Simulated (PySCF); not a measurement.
**[Dy(N2)]3+: forces at shaken geometries**

Aim: move all atoms of relaxed [Dy(N2)]3+ at random and read energies and forces. The species was built from a template and needn't be a known compound.

Method: PBE, Dy lcecp-1-SVP with ECP55, N def2-SVP; scalar-relativistic core potentials, no spin–orbit coupling; program: PySCF 2.14.0.

3 further runs of the same task are left out: 2 for a known fault of the program, 1 that didn't finish.

### Step 1. Where the work starts

3 atoms, charge 3, spin multiplicity 1.

Bond lengths: Dy1–N2 2.376 Å, N2–N3 1.124 Å. Angles: Dy1–N2–N3 180.0°.

As a file:

```
atom   x (Å)   y (Å)    z (Å)
 Dy1  0.0000  0.0000  -0.4028
  N2  0.0000  0.0000   1.9731
  N3  0.0000  0.0000   3.0967
```

Formal oxidation states: Dy +3. Each metal's 9 4f electrons lie in its core potential, so multiplicities, spins and levels count the valence alone. An earlier session relaxed this geometry at PBE, Dy lcecp-1-SVP with ECP55, N def2-SVP (singlet, point group C∞v).

Its energy there is -144.970830 Eh.

### Step 2. Atoms moved at random, σ = 0.15 Å

The input, run.py (the lines that set the calculation):

```python
mol = gto.M(atom='''
Dy    -0.08016     0.13661    -0.16169
N     -0.03175    -0.25559     2.05900
N      0.11191     0.11898     2.76961''',
    basis={'Dy': 'lcecp-1-SVP', 'N': 'def2-SVP'},
    ecp={'Dy': 'lcecp-1-SVP'},
    charge=3, spin=0)
mf = dft.RKS(mol, xc='PBE')
mf.grids.atom_grid = (50, 194)  # f atoms: unpruned, at least (60, 302)
mf = mf.density_fit()  # fitting sets: Dy AutoAux, N def2-universal-JKFIT
mf.conv_tol = 1e-08; mf.max_cycle = 55
mf.kernel(dm0)  # dm0: the density of the relaxed state
```

The run is started by

```
$ OMP_NUM_THREADS=2 python run.py
```

Standard output:

```text
init E= -144.628507764659
  HOMO = -1.09229189342328  LUMO = -0.820140869840298  gap/eV = 7.40561
cycle= 1 E= -144.338335715617  delta_E= 0.29  |g|= 0.646  |ddm|= 1.51
cycle= 2 E= -142.03690546017  delta_E=  2.3  |g|= 2.02  |ddm|= 2.87
  HOMO = -1.09820330093096  LUMO = -0.776019839919624  gap/eV = 8.76706
cycle= 3 E= -144.390997699862  delta_E= -2.35  |g|= 0.384  |ddm|= 2.86
  HOMO = -1.0435569761442  LUMO = -0.807513394016326  gap/eV = 6.42307
cycle= 4 E= -144.416071541499  delta_E= -0.0251  |g|=  0.2  |ddm|= 0.313
  HOMO = -0.984791813489295  LUMO = -0.837186541269128  gap/eV = 4.01654
cycle= 5 E= -144.425063900791  delta_E= -0.00899  |g|= 0.138  |ddm|= 0.324
  HOMO = -0.966935645034376  LUMO = -0.844790234998087  gap/eV = 3.32375
cycle= 6 E= -144.428510243328  delta_E= -0.00345  |g|= 0.0188  |ddm|= 0.143
  HOMO = -0.96125763291076  LUMO = -0.84664236599965  gap/eV = 3.11884
cycle= 7 E= -144.428607882261  delta_E= -9.76e-05  |g|= 0.0037  |ddm|= 0.0375
  HOMO = -0.961043554051228  LUMO = -0.847073505150705  gap/eV = 3.10128
cycle= 8 E= -144.428610831759  delta_E= -2.95e-06  |g|= 0.000374  |ddm|= 0.00536
  HOMO = -0.961101317883456  LUMO = -0.847057405580672  gap/eV = 3.10329
cycle= 9 E= -144.428610864587  delta_E= -3.28e-08  |g|= 8.13e-05  |ddm|= 0.000596
  HOMO = -0.961099968670425  LUMO = -0.847059072840171  gap/eV = 3.10321
cycle= 10 E= -144.42861086613  delta_E= -1.54e-09  |g|= 1.02e-05  |ddm|= 0.000122
  HOMO = -0.961097810167368  LUMO = -0.847058956383831  gap/eV = 3.10316
Extra cycle  E= -144.428610866137  delta_E= -7.53e-12  |g|= 9.23e-06  |ddm|= 2.41e-05
converged SCF energy = -144.428610866137
```

It took 1.5 s on 2 threads of Arm Neoverse V2, shared host.

Result: E = -144.428611 Eh (+14.755 eV from the relaxed state), HOMO -26.15 eV, LUMO -23.05 eV, Mulliken charge on Dy1 +2.62 e, largest force component 116.840 eV/Å. 

```
atom       Fx       Fy  Fz (eV/Å)
 Dy1   -0.159   -0.102     -1.976
  N2  -23.100  -60.069   -114.864
  N3   23.258   60.171    116.840
```

### Step 3. Atoms moved at random, σ = 0.03 Å

run.py (the lines that set the calculation), as its differences from that of step 2:

```diff
@@ -1,5 +1,5 @@
 mol = gto.M(atom='''
-Dy    -0.08016     0.13661    -0.16169
-N     -0.03175    -0.25559     2.05900
-N      0.11191     0.11898     2.76961''',
+Dy     0.03615     0.02258    -0.42167
+N     -0.04336    -0.00392     1.99847
+N      0.00721    -0.01865     3.09013''',
     basis={'Dy': 'lcecp-1-SVP', 'N': 'def2-SVP'},
```

The run is started by

```
$ OMP_NUM_THREADS=2 python run.py
```

Standard output:

```text
init E= -145.013303071901
  HOMO = -0.950373341390423  LUMO = -0.820080090983798  gap/eV = 3.54546
cycle= 1 E= -144.966816355831  delta_E= 0.0465  |g|= 0.0745  |ddm|= 0.158
  HOMO = -0.951946188956219  LUMO = -0.831280793391797  gap/eV = 3.28347
cycle= 2 E= -144.956515339142  delta_E= 0.0103  |g|= 0.241  |ddm|= 0.203
  HOMO = -0.962027528016966  LUMO = -0.829392454133413  gap/eV = 3.60918
cycle= 3 E= -144.967871495277  delta_E= -0.0114  |g|= 0.0186  |ddm|= 0.149
  HOMO = -0.958052948543594  LUMO = -0.830275653178539  gap/eV = 3.47700
cycle= 4 E= -144.967964590968  delta_E= -9.31e-05  |g|= 0.00414  |ddm|= 0.0244
  HOMO = -0.959078080519625  LUMO = -0.829920537706303  gap/eV = 3.51456
cycle= 5 E= -144.967969917393  delta_E= -5.33e-06  |g|= 0.000311  |ddm|= 0.00671
  HOMO = -0.958995604548049  LUMO = -0.829933590289741  gap/eV = 3.51196
cycle= 6 E= -144.967969951441  delta_E= -3.4e-08  |g|= 5.3e-05  |ddm|= 0.000481
  HOMO = -0.958992998918351  LUMO = -0.829934442738404  gap/eV = 3.51186
cycle= 7 E= -144.967969952097  delta_E= -6.56e-10  |g|= 1.33e-05  |ddm|= 5.65e-05
  HOMO = -0.958990101946076  LUMO = -0.829934912265548  gap/eV = 3.51177
Extra cycle  E= -144.967969951784  delta_E= 3.13e-10  |g|= 4.18e-05  |ddm|= 3.63e-05
converged SCF energy = -144.967969951784
```

Run time: 1.2 s. Hardware: 2 threads of Arm Neoverse V2, shared host.

Result: E = -144.967970 Eh (+0.078 eV from the relaxed state), HOMO -26.10 eV, LUMO -22.58 eV, Mulliken charge on Dy1 +2.65 e, largest force component 4.813 eV/Å. 

```
atom      Fx      Fy  Fz (eV/Å)
 Dy1  -0.053  -0.001      0.264
  N2  -0.061   0.060     -4.813
  N3   0.114  -0.059      4.549
```

### Step 4. Atoms moved at random, σ = 0.15 Å

run.py (the lines that set the calculation), as its differences from that of step 3:

```diff
@@ -1,5 +1,5 @@
 mol = gto.M(atom='''
-Dy     0.03615     0.02258    -0.42167
-N     -0.04336    -0.00392     1.99847
-N      0.00721    -0.01865     3.09013''',
+Dy     0.04131    -0.15910    -0.38359
+N     -0.22725    -0.04258     1.66212
+N      0.18595     0.20167     3.38839''',
     basis={'Dy': 'lcecp-1-SVP', 'N': 'def2-SVP'},
```

The run is started by

```
$ OMP_NUM_THREADS=2 python run.py
```

Standard output:

```text
init E= -143.551293275194
  HOMO = -1.34501248002096  LUMO = -1.18599300220291  gap/eV = 4.32714
cycle= 1 E= -142.82835462647  delta_E= 0.723  |g|= 2.43  |ddm|= 2.14
  HOMO = -0.628940047006352  LUMO = -0.626061733259873  gap/eV = 0.07832
cycle= 2 E= -134.479620174622  delta_E= 8.35  |g|= 4.15  |ddm|= 5.44
  HOMO = -0.879450397457961  LUMO = -0.812830770601204  gap/eV = 1.81281
cycle= 3 E= -144.449346789838  delta_E= -9.97  |g|= 0.865  |ddm|= 4.94
  HOMO = -1.11430182881867  LUMO = -1.01826131928738  gap/eV = 2.61340
cycle= 4 E= -142.745614603603  delta_E=  1.7  |g|= 2.81  |ddm|= 2.09
  HOMO = -1.01778447671682  LUMO = -0.91584208835673  gap/eV = 2.77399
cycle= 5 E= -142.446463714302  delta_E= 0.299  |g|= 2.89  |ddm|= 0.44
  HOMO = -1.01767945907804  LUMO = -0.915866750736649  gap/eV = 2.77046
cycle= 6 E= -142.450686192163  delta_E= -0.00422  |g|= 2.89  |ddm|= 0.00182
  HOMO = -1.02460530264698  LUMO = -0.919396936259851  gap/eV = 2.86287
cycle= 7 E= -142.346490623359  delta_E= 0.104  |g|= 2.93  |ddm|= 0.0541
  HOMO = -1.03376327791275  LUMO = -0.919718189454068  gap/eV = 3.10332
cycle= 8 E= -142.098188704553  delta_E= 0.248  |g|=    3  |ddm|= 0.118
  HOMO = -1.01792760919309  LUMO = -0.916738375827911  gap/eV = 2.75350
cycle= 9 E= -142.465803213405  delta_E= -0.368  |g|= 2.88  |ddm|= 0.166
  HOMO = -0.999665743898901  LUMO = -0.913378756766534  gap/eV = 2.34799
cycle= 10 E= -142.991731429246  delta_E= -0.526  |g|= 2.65  |ddm|= 0.244
  HOMO = -1.00399309853594  LUMO = -0.914019476268578  gap/eV = 2.44831
cycle= 11 E= -142.840492125266  delta_E= 0.151  |g|= 2.71  |ddm|= 0.0849
  HOMO = -1.0262955965183  LUMO = -0.905139300916791  gap/eV = 3.29683
cycle= 12 E= -143.794098236906  delta_E= -0.954  |g|= 1.81  |ddm|= 2.21
  HOMO = -0.991849175428933  LUMO = -0.914834469135855  gap/eV = 2.09568
cycle= 13 E= -143.558051269706  delta_E= 0.236  |g|= 2.26  |ddm|= 1.96
  HOMO = -0.932833818625603  LUMO = -0.847525849993998  gap/eV = 2.32135
cycle= 14 E= -144.349644026156  delta_E= -0.792  |g|= 1.01  |ddm|= 1.74
  HOMO = -0.966606387839828  LUMO = -0.900653741136378  gap/eV = 1.79466
cycle= 15 E= -144.582441763794  delta_E= -0.233  |g|= 0.693  |ddm|= 1.08
  HOMO = -0.957264636907209  LUMO = -0.88867388625517  gap/eV = 1.86645
cycle= 16 E= -144.675850406606  delta_E= -0.0934  |g|= 0.152  |ddm|= 0.425
  HOMO = -0.957271315144456  LUMO = -0.890185960424126  gap/eV = 1.82549
cycle= 17 E= -144.680713467917  delta_E= -0.00486  |g|= 0.0208  |ddm|= 0.0867
  HOMO = -0.957560422948785  LUMO = -0.890265964454191  gap/eV = 1.83118
cycle= 18 E= -144.680803699003  delta_E= -9.02e-05  |g|= 0.00116  |ddm|= 0.0137
  HOMO = -0.95747138499863  LUMO = -0.890165697254297  gap/eV = 1.83148
cycle= 19 E= -144.680804058654  delta_E= -3.6e-07  |g|= 0.000269  |ddm|= 0.00149
  HOMO = -0.957494461479202  LUMO = -0.890191748146214  gap/eV = 1.83140
cycle= 20 E= -144.680804074165  delta_E= -1.55e-08  |g|= 9.16e-05  |ddm|= 0.000216
  HOMO = -0.957491754711467  LUMO = -0.890189869019588  gap/eV = 1.83138
cycle= 21 E= -144.680804075711  delta_E= -1.55e-09  |g|= 3.07e-05  |ddm|= 4.73e-05
  HOMO = -0.957491966588298  LUMO = -0.890194595769671  gap/eV = 1.83125
Extra cycle  E= -144.680803985046  delta_E= 9.07e-08  |g|= 0.000665  |ddm|= 0.000333
converged SCF energy = -144.680803985046
```

Run time: 2.2 s. Hardware: 2 threads of Arm Neoverse V2, shared host.

It gives: E = -144.680804 Eh (+7.892 eV from the relaxed state), HOMO -26.05 eV, LUMO -24.22 eV, Mulliken charge on Dy1 +2.34 e, largest force component 12.223 eV/Å. 

```
atom      Fx      Fy  Fz (eV/Å)
 Dy1   0.224  -0.214     -3.046
  N2   2.179   1.559     12.223
  N3  -2.403  -1.345     -9.177
```

### Step 5. The displacements side by side

| σ (Å) | energy rise (eV) | harmonic estimate −½ F·u (eV) | largest force component (eV/Å) |
| --- | --- | --- | --- |
| 0.15 | 14.755 | 11.357 | 116.84 |
| 0.03 | 0.078 | 0.077 | 4.81 |
| 0.15 | 7.892 | 3.886 | 12.22 |

Every displacement raises the energy. For a harmonic well the rise equals −½ F·u; the two differ by at most 51 % here (a move with σ = 0.15 Å), from anharmonicity, the grid and the small forces left at the relaxed point. These are double-zeta-type bases without diffuse functions. Spin–orbit coupling is left out.
